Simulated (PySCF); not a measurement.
**Zr³⁺: interval between two levels with spin-orbit coupling**

Wanted: the interval between two levels of zirconium, up a ladder of methods.

Method: two-component X2C-1e, generalised determinants. Code: PySCF 2.14.0.

### Step 1. The atom as given

```
Element                                   : zirconium (Z = 40)
Basis                                     : x2c-TZVPall-2c (8s9p7d1f, 77 functions)
Hamiltonian                               : two-component X2C-1e, Gaussian nucleus, no Breit or QED terms; spin-orbit coupling, run by run: off; screened by Boettger's factors
Core shells frozen in the correlated runs : [Ar] 3d10 (for Zr³⁺)
State 1                                   : Zr³⁺ 5p1 2P3/2: [Kr] 5p1; 5p3/2 filled at m_j = +3/2
Needed too, but not shown                 : Zr³⁺ [Kr] 4d1 (2D)
Methods                                   : GHF, GMP2
```

Outer shells as boxes (Hund's rule):

Zr3+ [Kr] 5p1
```
[Kr] core
5p [↑ ][  ][  ]
```

All steps ran in one process of a driver on top of PySCF, which takes the settings above as its task.

The driver's launch:

```sh
OMP_NUM_THREADS=1 python sorun2.py TASK.json OUT
```

The integrals over 77 functions and the set-up took 2.4 s of CPU time.

### Step 2. Zr³⁺ 5p1 2P3/2, method by method

Level: GHF (spin-free).

Output:

```text
cycle= 1 E= -3594.1700644561  delta_E= -3.59e+03  |FDS-SDF|= 0.00308
cycle= 2 E= -3594.1713816501  delta_E= -0.00132  |FDS-SDF|= 0.000967
cycle= 3 E= -3594.1714921533  delta_E= -0.000111  |FDS-SDF|= 0.000351
cycle= 4 E= -3594.1714980448  delta_E= -5.89e-06  |FDS-SDF|= 3.38e-05
cycle= 5 E= -3594.1714982017  delta_E= -1.57e-07  |FDS-SDF|= 3.71e-06
cycle= 6 E= -3594.1714982024  delta_E= -6.72e-10  |FDS-SDF|= 6.74e-07
```

It took 1.4 s on 1 thread of Neoverse-V1, shared host, the integrals not counted.

Occupied spinors (without spin-orbit coupling the j labels only name the start):

```
spinor shell  electrons  mean energy (eV)  weight of the nominal j  rms radius (bohr)
       1s1/2          2          -18131.7                    1.000             0.0426
       2s1/2          2           -2613.7                    1.000              0.176
       2p3/2          4           -2328.3                    0.833              0.157
       2p1/2          2           -2328.3                    0.667              0.157
       3s1/2          2           -487.86                    1.000              0.487
       3p3/2          4           -392.22                    0.833              0.495
       3p1/2          2           -392.15                    0.667              0.495
       3d5/2          6           -234.90                    0.800              0.495
       3d3/2          4           -234.87                    0.700              0.495
       4s1/2          2           -100.41                    1.000               1.28
       4p3/2          4           -72.141                    0.833               1.41
       4p1/2          2           -71.943                    0.667               1.42
       5p3/2          1           -23.353                    1.000               3.65
```

M_J = 3/2, ⟨J²⟩ = 3.750, ⟨L²⟩ = 2.000, ⟨S²⟩ = 0.750.

Level: GMP2 (spin-free).

This step left no log, only its results.

Time after the integrals: 0.24 s (1 thread of Neoverse-V1, shared host).

With 9 electrons correlated and 6 very high virtual spinors dropped, the MP2 correlation energy is -0.17683 hartree. Largest pairs: 4p3/2-4p3/2 -0.0585, 4p1/2-4p3/2 -0.0560, 4p1/2-4p1/2 -0.0155, 4p3/2-4s1/2 -0.0144, 4p3/2-5p3/2 -0.0111.

Level: GHF (screened spin-orbit).

Output:

```text
cycle= 1 E= -3594.5130727189  delta_E= -3.59e+03  |FDS-SDF|= 0.00979
cycle= 2 E= -3594.5149523893  delta_E= -0.00188  |FDS-SDF|= 0.00114
cycle= 3 E= -3594.5150624262  delta_E= -0.00011  |FDS-SDF|= 0.000247
cycle= 4 E= -3594.5150681270  delta_E= -5.7e-06  |FDS-SDF|= 9.04e-05
cycle= 5 E= -3594.5150685775  delta_E= -4.5e-07  |FDS-SDF|= 8.92e-06
cycle= 6 E= -3594.5150685860  delta_E= -8.53e-09  |FDS-SDF|= 7.66e-07
cycle= 7 E= -3594.5150685860  delta_E= -2.18e-11  |FDS-SDF|= 1.22e-07
```

Time after the integrals: 1.6 s (1 thread of Neoverse-V1, shared host).

The outer occupied spinors:

```
spinor shell  electrons  mean energy (eV)  weight of the nominal j  rms radius (bohr)
       3p1/2          2           -402.05                    1.000              0.488
       3p3/2          4           -387.58                    1.000              0.499
       3d3/2          4           -236.45                    1.000              0.493
       3d5/2          6           -233.85                    1.000              0.496
       4s1/2          2           -100.43                    1.000               1.28
       4p1/2          2           -73.431                    0.997               1.40
       4p3/2          4           -71.471                    0.998               1.42
       5p3/2          1           -23.262                    1.000               3.66
```

M_J = 3/2, ⟨J²⟩ = 3.750, ⟨L²⟩ = 2.007, ⟨S²⟩ = 0.756.

Level: GMP2 (screened spin-orbit).

This step left no log, only its results.

Time after the integrals: 0.25 s (1 thread of Neoverse-V1, shared host).

With 9 electrons correlated and 6 very high virtual spinors dropped, the MP2 correlation energy is -0.17654 hartree. Largest pairs: 4p3/2-4p3/2 -0.0585, 4p1/2-4p3/2 -0.0564, 4p1/2-4p1/2 -0.0150, 4p3/2-4s1/2 -0.0144, 4p3/2-5p3/2 -0.0117.

### Step 3. Differences of total energies

Interval between two levels: Zr³⁺ [Kr] 4d1 [4d5/2^1, M_J = 5/2] → Zr³⁺ [Kr] 5p1 [5p3/2^1, M_J = 3/2].

```
                    method  value (eV)
           GHF (spin-free)      10.068
          GMP2 (spin-free)       9.868
 GHF (screened spin-orbit)      10.093
GMP2 (screened spin-orbit)       9.897
```

The differences also use runs on Zr³⁺ [Kr] 4d1 (2D), which are not shown here.

### Step 4. Outcome

```
                                     quantity                                                        value
interval between two levels, Zr³⁺ → 5p1 2P3/2  GHF (spin-free) 10.068, GMP2 (screened spin-orbit) 9.897 eV
```

The methods span 0.225 eV, from GMP2 (spin-free) (9.868) to GHF (screened spin-orbit) (10.093). No reference value is at hand in this session. Spin-orbit coupling moves the difference by +0.029 eV at GMP2. All values hold for this basis alone; no basis-set limit was taken.
